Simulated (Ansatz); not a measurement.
# ScPd3: the cost of one run

Computed with Ansatz 0.2.0 (DFT r²SCAN, scalar-relativistic, plane waves, PAW, unless a step's input says otherwise).

6 further runs of the same task are left out: 1 that didn't finish, 5 set aside as unsound or not needed.

### 1 The starting structure

The structure is cubic, space group Pm-3m (No. 221). The conventional cell has a = 3.969 Å, b = 3.969 Å, c = 3.969 Å, α = 90.00°, β = 90.00°, γ = 90.00°. Sc (site symmetry m-3m) is surrounded by 12 Pd at 2.81 Å. Pd (site symmetry 4/mmm) is surrounded by 4 Sc at 2.81 Å and 8 Pd at 2.81 Å.

Coordinates:

```cif
data_structure
_symmetry_space_group_name_H-M 'Pm-3m'
_symmetry_Int_Tables_number 221
_cell_length_a 3.9690
_cell_length_b 3.9690
_cell_length_c 3.9690
_cell_angle_alpha 90.000
_cell_angle_beta 90.000
_cell_angle_gamma 90.000
_cell_volume 62.52
loop_
_atom_site_label
_atom_site_type_symbol
_atom_site_symmetry_multiplicity
_atom_site_Wyckoff_symbol
_atom_site_fract_x
_atom_site_fract_y
_atom_site_fract_z
_atom_site_occupancy
Sc1 Sc 1 a 0.00000 0.00000 0.00000 1
Pd1 Pd 3 c 0.00000 0.50000 0.50000 1
```

The cell is the measured one, not relaxed. At r²SCAN, an earlier run found 0.46 GPa for this cell of 15.631 Å³/atom (8×8×8 mesh), no gap.

### 2 Bands on a fine mesh, Fermi surface

Contents of input.yaml:

```yaml
crystal:
  lattice:
    - [3.9690020693, 0.0, 0.0]
    - [0.0, 3.9690020693, 0.0]
    - [0.0, 0.0, 3.9690020693]
  atoms:
    - { symbol: Sc, position: [0.0, 0.0, 0.0] }
    - { symbol: Pd, position: [0.0, 0.5, 0.5] }
    - { symbol: Pd, position: [0.5, 0.5, 0.0] }
    - { symbol: Pd, position: [0.5, 0.0, 0.5] }
basis:
  ecutwfc: 500
  ecutrho_ratio: 4
kpoints:
  mp_grid: { grid: [8, 8, 8] }
hamiltonian:
  xc: r2scan
scf:
  occupations: { method: gaussian, width: 0.05 }
output:
  forces: true
  stress: true
  eigenvalues: true
  eigenstates:
    nscf_kmesh: { grid: [12, 12, 12] }
    de_dk: true
    e_range: [-2.5, 2.5]
  write_density: true
  write_potential: true
  elf: true
  volumetric_format: npy
```

Started as:

```
$ ansatz run input.yaml --threads 4 --pin off --max-ram 9216MiB --backend cpu --events-out ev --progress --plain --runs-dir out
```

Q: Estimate wall time and peak memory on 4 threads of Arm Neoverse V2, shared host.

About 6.4 s, with a peak of 0.54 GiB.
